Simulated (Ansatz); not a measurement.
**CH₅FGeO: basis-set convergence**

Aim: see how fast density functionals converge with the basis set for CH₅FGeO.

The runs use Ansatz 0.2.0, Gaussian basis; one geometry, several basis sets.

The runs, in order: PBE0-D4/def2-SVP; ωB97M-V/def2-SVP; PBE0-D4/def2-QZVPP; ωB97M-V/def2-QZVPP; the functionals' def2-TZVPP values are taken from earlier runs.

### Step 1. Structure used throughout

All runs share one geometry, relaxed beforehand with PBE0-D4 in a triple-zeta def2 set.

SMILES `O[CH](F)[GeH3]`, 9 atoms, charge 0, spin multiplicity 1.

Atoms are counted from 1 here; the program's logs count them from 0.

Bond lengths: O1–C2 1.375 Å, O1–H5 0.964 Å, C2–F3 1.393 Å, C2–Ge4 1.989 Å, C2–H6 1.098 Å, Ge4–H7 1.535 Å, Ge4–H8 1.532 Å, Ge4–H9 1.536 Å. Angles: C2–O1–H5 109.5°, O1–C2–F3 110.1°, O1–C2–Ge4 108.5°, O1–C2–H6 112.0°, F3–C2–Ge4 108.9°, F3–C2–H6 105.2°, Ge4–C2–H6 112.1°, C2–Ge4–H7 108.3°, C2–Ge4–H8 108.5°, C2–Ge4–H9 108.7°, H7–Ge4–H8 110.7°, H7–Ge4–H9 109.9°, H8–Ge4–H9 110.7°.

### Step 2. PBE0-D4 in def2-SVP

Input file in.yaml:

```yaml
crystal:
  periodic: [false, false, false]
  atoms:
    - {symbol: O, position_ang: [0.158164, 1.271095, -1.038187]}
    - {symbol: C, position_ang: [0.603936, 0.473417, -0.010641]}
    - {symbol: F, position_ang: [1.799826, -0.144134, -0.369720]}
    - {symbol: Ge, position_ang: [-0.763579, -0.926591, 0.341590]}
    - {symbol: H, position_ang: [0.741485, 2.032456, -1.130811]}
    - {symbol: H, position_ang: [0.840194, 1.055435, 0.889545]}
    - {symbol: H, position_ang: [-0.212795, -1.880458, 1.411063]}
    - {symbol: H, position_ang: [-1.036660, -1.679103, -0.964886]}
    - {symbol: H, position_ang: [-2.042171, -0.248415, 0.854947]}
basis:
  gaussian: {orbitals: def2-SVP}
hamiltonian: {xc: pbe0, dispersion: d4}
output: {orbitals: {seedname: orbitals}}
```

Run with:

```sh
$ ansatz run in.yaml --threads 4 --pin off --events-out ev --progress --plain --max-ram 10444MiB
```

Log:

```text
Functional definition: PBE0
  name "PBE0"
  cite "Adamo & Barone, J. Chem. Phys. 110, 6158 (1999) doi:10.1063/1.478522"
  cite "Perdew, Burke & Ernzerhof, Phys. Rev. Lett. 77, 3865 (1996) doi:10.1103/PhysRevLett.77.3865"
  parent pbe
  parameter a = 0.25
  parameter kappa = 0.804
  parameter beta = 0.06672455060314922
  exchange = (1 - a)*pbe_x(kappa = kappa, mu = beta*pi^2/3) + a*exact_x
  correlation = pbe_c(beta = beta)
975 factors; integrals over basis functions are off by at most 1.5e-3 eV
mean field evaluation 1: about -62372.4718 eV, gradient 4.0e1 eV
mean field evaluation 2: about -62371.0519 eV, gradient 5.0e1 eV
mean field evaluation 4: about -62375.1089 eV, gradient 1.9e0 eV
mean field evaluation 8: about -62375.2091 eV, gradient 1.0e-1 eV
mean field evaluation 16: about -62375.2092 eV, gradient 1.9e-5 eV
mean field -62375.20915037 eV, -2292.2466568410 hartree, gradient 1.8e-5 eV, S^2 0.000000; 0 other end points of the search recorded, 0 dependent functions left out
reference -62375.20917454 eV, -2292.2466577289 hartree; 30, 30 occupied and 69, 69 virtual orbitals, 975 factors
Total energy: -62375.32978665 eV, -2292.2510901423 hartree
```

Wall time 0.6 s (4 threads of Intel Xeon 6975P-C, shared host).

### Step 3. ωB97M-V in def2-SVP

in.yaml, as its differences from that of step 2:

```diff
@@ -14,3 +14,3 @@
   gaussian: {orbitals: def2-SVP}
-hamiltonian: {xc: pbe0, dispersion: d4}
+hamiltonian: {xc: {name: wB97M-V}}
 output: {orbitals: {seedname: orbitals}}
```

Launched as before.

Log, cut to the lines that bear on the results:

```text
Functional definition: wB97M-V
  name "wB97M-V"
  cite "Mardirossian & Head-Gordon, J. Chem. Phys. 144, 214110 (2016) doi:10.1063/1.4952647"
  cite "Becke, J. Chem. Phys. 107, 8554 (1997) doi:10.1063/1.475007"
  cite "Vydrov & Van Voorhis, J. Chem. Phys. 133, 244103 (2010) doi:10.1063/1.3521275"
  # Of w^i u^j: cxij and so on, Table III.
[...]
  gx(w, u) = 1 - cx + cx01*u + cx10*w
  gss(w, u) = css00 + css04*u^4 + css10*w + css20*w^2 + css43*w^4*u^3
  gos(w, u) = cos00 + cos10*w + (cos20 + cos21*u)*w^2 + (cos60 + cos61*u)*w^6
[...]
      + integral(e_c_pw_mod_opposite_spin*gos(b97_w_opposite, b97_u_opposite)) + vv10(b, c)
975 factors; integrals over basis functions are off by at most 1.5e-3 eV
254 factors; integrals over basis functions are off by at most 4.8e-6 eV
[...]
mean field -62383.07217936 eV, -2292.5356178264 hartree, gradient 7.2e-5 eV, S^2 0.000000; 0 other end points of the search recorded, 0 dependent functions left out
reference -62383.07221815 eV, -2292.5356192518 hartree; 30, 30 occupied and 69, 69 virtual orbitals, 975 factors
Total energy: -62383.07221815 eV, -2292.5356192518 hartree
```

Wall time 1.8 s (4 threads of Intel Xeon 6975P-C, shared host).

### Step 4. PBE0-D4 in def2-QZVPP

in.yaml, as its differences from that of step 3:

```diff
@@ -13,4 +13,4 @@
 basis:
-  gaussian: {orbitals: def2-SVP}
-hamiltonian: {xc: {name: wB97M-V}}
+  gaussian: {orbitals: "def2-QZVPP.json"}
+hamiltonian: {xc: pbe0, dispersion: d4}
 output: {orbitals: {seedname: orbitals}}
```

Same command.

Log:

```text
Functional definition: PBE0
  name "PBE0"
  cite "Adamo & Barone, J. Chem. Phys. 110, 6158 (1999) doi:10.1063/1.478522"
  cite "Perdew, Burke & Ernzerhof, Phys. Rev. Lett. 77, 3865 (1996) doi:10.1103/PhysRevLett.77.3865"
  parent pbe
  parameter a = 0.25
  parameter kappa = 0.804
  parameter beta = 0.06672455060314922
  exchange = (1 - a)*pbe_x(kappa = kappa, mu = beta*pi^2/3) + a*exact_x
  correlation = pbe_c(beta = beta)
1410 factors; their error is unknown
mean field evaluation 1: about -62387.1033 eV, gradient 4.9e1 eV
mean field evaluation 2: about -62383.4960 eV, gradient 6.8e1 eV
mean field evaluation 4: about -62390.8249 eV, gradient 3.3e0 eV
mean field evaluation 8: about -62390.8377 eV, gradient 5.5e-2 eV
mean field evaluation 16: about -62390.9790 eV, gradient 3.1e-5 eV
mean field -62390.97895037 eV, -2292.8261863015 hartree, gradient 3.1e-5 eV, S^2 0.000000; 0 other end points of the search recorded, 0 dependent functions left out
reference -62390.97898665 eV, -2292.8261876351 hartree; 30, 30 occupied and 380, 380 virtual orbitals, 1410 factors
Total energy: -62391.09959877 eV, -2292.8306200485 hartree
```

It took 3.1 s on 4 threads of Intel Xeon 6975P-C, shared host; peak memory 1.3 GiB.

### Step 5. ωB97M-V in def2-QZVPP

in.yaml, as its differences from that of step 4:

```diff
@@ -14,3 +14,3 @@
   gaussian: {orbitals: "def2-QZVPP.json"}
-hamiltonian: {xc: pbe0, dispersion: d4}
+hamiltonian: {xc: {name: wB97M-V}}
 output: {orbitals: {seedname: orbitals}}
```

Launched as before.

Log, cut to the lines that bear on the results:

```text
Functional definition: wB97M-V
  name "wB97M-V"
  cite "Mardirossian & Head-Gordon, J. Chem. Phys. 144, 214110 (2016) doi:10.1063/1.4952647"
  cite "Becke, J. Chem. Phys. 107, 8554 (1997) doi:10.1063/1.475007"
  cite "Vydrov & Van Voorhis, J. Chem. Phys. 133, 244103 (2010) doi:10.1063/1.3521275"
  # Of w^i u^j: cxij and so on, Table III.
[...]
  gx(w, u) = 1 - cx + cx01*u + cx10*w
  gss(w, u) = css00 + css04*u^4 + css10*w + css20*w^2 + css43*w^4*u^3
  gos(w, u) = cos00 + cos10*w + (cos20 + cos21*u)*w^2 + (cos60 + cos61*u)*w^6
[...]
      + integral(e_c_pw_mod_opposite_spin*gos(b97_w_opposite, b97_u_opposite)) + vv10(b, c)
1398 factors; their error is unknown
316 factors; integrals over basis functions are off by at most 7.1e-6 eV
[...]
mean field -62398.98452682 eV, -2293.1203858097 hartree, gradient 4.5e-5 eV, S^2 0.000000; 0 other end points of the search recorded, 0 dependent functions left out
reference -62398.98458443 eV, -2293.1203879270 hartree; 30, 30 occupied and 380, 380 virtual orbitals, 1398 factors
Total energy: -62398.98458443 eV, -2293.1203879270 hartree
```

It took 6.5 s on 4 threads of Intel Xeon 6975P-C, shared host; peak memory 1.6 GiB.

### Step 6. Functionals by basis

The def2-TZVPP values come from earlier runs at the same geometry.

| functional | basis | functions | energy (eV) | from the largest (eV) | HOMO (eV) | LUMO (eV) |
| --- | --- | --- | --- | --- | --- | --- |
| PBE0-D4 | def2-SVP | 99 | -62375.3298 | 15.770 | -8.14 | 1.09 |
| PBE0-D4 | def2-TZVPP | 211 | -62389.5530 | 1.547 | -8.29 | 0.67 |
| PBE0-D4 | def2-QZVPP | 410 | -62391.0996 | 0.000 | -8.33 | 0.28 |
| ωB97M-V | def2-SVP | 99 | -62383.0722 | 15.912 | -10.40 | 2.86 |
| ωB97M-V | def2-TZVPP | 211 | -62397.4728 | 1.512 | -10.57 | 2.21 |
| ωB97M-V | def2-QZVPP | 410 | -62398.9846 | 0.000 | -10.61 | 1.53 |

### Step 7. What came out

| quantity | value |
| --- | --- |
| PBE0-D4: double and triple zeta above quadruple | 15.77, 1.55 eV |
| ωB97M-V: double and triple zeta above quadruple | 15.91, 1.51 eV |

**Reading.** PBE0-D4 gains 14.22 eV from double to triple zeta, then 1.55 eV more. Total energies overstate the basis error of differences, where much of it tends to cancel. The LUMO of ωB97M-V is positive and keeps falling with the basis (2.86 to 1.53 eV): an unbound level that the basis holds in place.

For PBE0-D4 the largest set took about 5 times as long as the smallest (3.1 s against 0.6 s).
